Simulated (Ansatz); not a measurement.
# H6O3SSn: a nudged elastic band in two tries

Wanted: a band of images between two relaxed ends, and a check that the input is sound.

Method: RKS BLYP-D4/def2-SVP, in Ansatz 0.2.0.

### 1 The system as given

Bond lengths: Sn1–S2 2.445 Å, Sn1–O3 2.015 Å, Sn1–O4 2.012 Å, Sn1–O5 2.017 Å, S2–H8 1.367 Å, O3–H9 0.981 Å, O4–H10 0.981 Å, O5–H11 0.980 Å. Angles: Sn1–S2–H8 89.2°, S2–Sn1–O3 118.0°, S2–Sn1–O4 102.6°, S2–Sn1–O5 113.5°, O3–Sn1–O4 107.1°, O3–Sn1–O5 101.2°, O4–Sn1–O5 114.8°, Sn1–O3–H9 108.5°, Sn1–O4–H10 109.2°, Sn1–O5–H11 109.7°.

As a file:

```xyz
11

Sn   -0.5622    0.2083    0.1344
S     0.8505    1.5653    1.5971
O     0.2788   -1.3669   -0.8000
O    -1.9393   -0.5228    1.4066
O    -1.3173    1.2338   -1.4294
H     3.4165   -0.8380   -0.9074
H     2.6734   -1.0094   -0.8058
H     0.1444    1.1062    2.6741
H     0.3323   -1.1668   -1.7594
H    -2.3149   -1.3489    1.0345
H    -1.5622    2.1391   -1.1445
```

### 2 The run

input.yaml

```yaml
crystal:
  periodic: [false, false, false]
  atoms:
    - { symbol: Sn, position_ang: [-0.562217, 0.208336, 0.13437] }
    - { symbol: S, position_ang: [0.850502, 1.565346, 1.597054] }
    - { symbol: O, position_ang: [0.278755, -1.36687, -0.800039] }
    - { symbol: O, position_ang: [-1.939268, -0.522774, 1.406626] }
    - { symbol: O, position_ang: [-1.317308, 1.233822, -1.429424] }
    - { symbol: H, position_ang: [3.416485, -0.838015, -0.907393] }
    - { symbol: H, position_ang: [2.673366, -1.009371, -0.805834] }
    - { symbol: H, position_ang: [0.144359, 1.1062, 2.674146] }
    - { symbol: H, position_ang: [0.332324, -1.166791, -1.759379] }
    - { symbol: H, position_ang: [-2.314905, -1.348938, 1.034482] }
    - { symbol: H, position_ang: [-1.562191, 2.139056, -1.144509] }
basis:
  gaussian: { orbitals: def2-SVP }
hamiltonian:
  xc: blyp
  dispersion: d4
neb:
  order_check: false
  images: 5
  f_tol: 0.05
  max_iterations: 8
  final_atoms:
    - { symbol: Sn, position_ang: [-0.04592612, -0.58659776, -0.2983308] }
    - { symbol: S, position_ang: [1.49789636, 1.09468425, 1.98624392] }
    - { symbol: O, position_ang: [-1.37279772, -1.2778955, -1.67019897] }
    - { symbol: O, position_ang: [-1.05576109, -1.06650089, 1.37354945] }
    - { symbol: O, position_ang: [-0.12791426, 1.4163002, -0.66468664] }
    - { symbol: H, position_ang: [2.5922456, 1.39910277, 1.23021072] }
    - { symbol: H, position_ang: [1.52758297, -1.25522578, -0.53905526] }
    - { symbol: H, position_ang: [0.69115844, 1.85745549, 1.17874434] }
    - { symbol: H, position_ang: [-0.90652618, -1.65198305, -2.44571549] }
    - { symbol: H, position_ang: [-1.87793178, -1.50688106, 1.0670645] }
    - { symbol: H, position_ang: [-0.92212423, 1.57754233, -1.21772578] }
  initial_path:
    images:
      - { positions_ang: [[-0.562217, 0.208336, 0.13437], [0.850502, 1.565346, 1.597054], [0.278755, -1.36687, -0.800039], [-1.939268, -0.522774, 1.406626], [-1.317308, 1.233822, -1.429424], [3.416485, -0.838015, -0.907393], [2.673366, -1.009371, -0.805834], [0.144359, 1.1062, 2.674146], [0.332324, -1.166791, -1.759379], [-2.314905, -1.348938, 1.034482], [-1.562191, 2.139056, -1.144509]] }
      - { positions_ang: [[-0.47711825, 0.04975667, 0.02821315], [1.05634637, 1.35162522, 1.63188793], [0.06601341, -1.57033973, -0.9389898], [-1.92013919, -0.51347919, 1.27617539], [-1.14101533, 1.20081983, -1.46033801], [3.06836532, -0.40943002, -0.5318259], [2.41863177, -0.68796779, -0.69727824], [0.52311868, 1.25840983, 2.73933503], [0.15897417, -1.39523181, -1.89026311], [-2.31150622, -1.34848405, 0.99015095], [-1.44176874, 2.06432203, -1.1469674]] }
      - { positions_ang: [[-0.39201949, -0.10882266, -0.0779437], [1.26219074, 1.13790444, 1.66672186], [-0.14672819, -1.77380945, -1.0779406], [-1.90101037, -0.50418437, 1.14572479], [-0.96472266, 1.16781767, -1.49125201], [2.72024565, 0.01915496, -0.1562588], [2.16389753, -0.36656458, -0.58872249], [0.90187837, 1.41061966, 2.80452407], [-0.01437567, -1.62367262, -2.02114721], [-2.30810743, -1.34803011, 0.94581991], [-1.32134647, 1.98958805, -1.1494258]] }
      - { positions_ang: [[-0.30692074, -0.26740199, -0.18410055], [1.46803511, 0.92418367, 1.70155579], [-0.35946978, -1.97727918, -1.21689139], [-1.88188156, -0.49488956, 1.01527418], [-0.78842999, 1.1348155, -1.52216602], [2.37212597, 0.44773994, 0.21930829], [1.9091633, -0.04516137, -0.48016673], [1.28063805, 1.56282949, 2.8697131], [-0.1877255, -1.85211342, -2.15203132], [-2.30470865, -1.34757616, 0.90148886], [-1.20092421, 1.91485408, -1.1518842]] }
      - { positions_ang: [[-0.21992253, -0.37380058, -0.2221773], [1.47798886, 0.98101719, 1.79645183], [-0.69724576, -1.74415129, -1.36799392], [-1.60650807, -0.68542667, 1.13469927], [-0.56825808, 1.22864373, -1.23633956], [2.44549918, 0.76486089, 0.55627577], [1.78196986, -0.44851617, -0.49979624], [1.08414485, 1.66103816, 2.30605685], [-0.42732573, -1.7854033, -2.24992604], [-2.16244969, -1.40067779, 0.95668074], [-1.10799088, 1.80241683, -1.17383139]] }
      - { positions_ang: [[-0.13292433, -0.48019917, -0.26025405], [1.48794261, 1.03785072, 1.89134788], [-1.03502174, -1.51102339, -1.51909644], [-1.33113458, -0.87596378, 1.25412436], [-0.34808617, 1.32247197, -0.9505131], [2.51887239, 1.08198183, 0.89324324], [1.65477641, -0.85187098, -0.51942575], [0.88765164, 1.75924683, 1.74240059], [-0.66692596, -1.71869318, -2.34782077], [-2.02019074, -1.45377942, 1.01187262], [-1.01505756, 1.68997958, -1.19577859]] }
      - { positions_ang: [[-0.04592612, -0.58659776, -0.2983308], [1.49789636, 1.09468425, 1.98624392], [-1.37279772, -1.2778955, -1.67019897], [-1.05576109, -1.06650089, 1.37354945], [-0.12791426, 1.4163002, -0.66468664], [2.5922456, 1.39910277, 1.23021072], [1.52758297, -1.25522578, -0.53905526], [0.69115844, 1.85745549, 1.17874434], [-0.90652618, -1.65198305, -2.44571549], [-1.87793178, -1.50688106, 1.0670645], [-0.92212423, 1.57754233, -1.21772578]] }
  n_images: 5
```

The run is started by

```
$ ansatz run input.yaml --threads 2 --pin off --max-ram 3072MiB --backend cpu --events-out ev --progress --plain --runs-dir out
```

Q: Predict the outcome of this session. Wanted: first try.

As calculated:

| quantity | value |
| --- | --- |
| first try | refused |
| cause | one key bears a name from other programs (dt, n_images) that this one doesn't know |

**Reading.** The fault in the first input was caught at the input check and cost nothing.
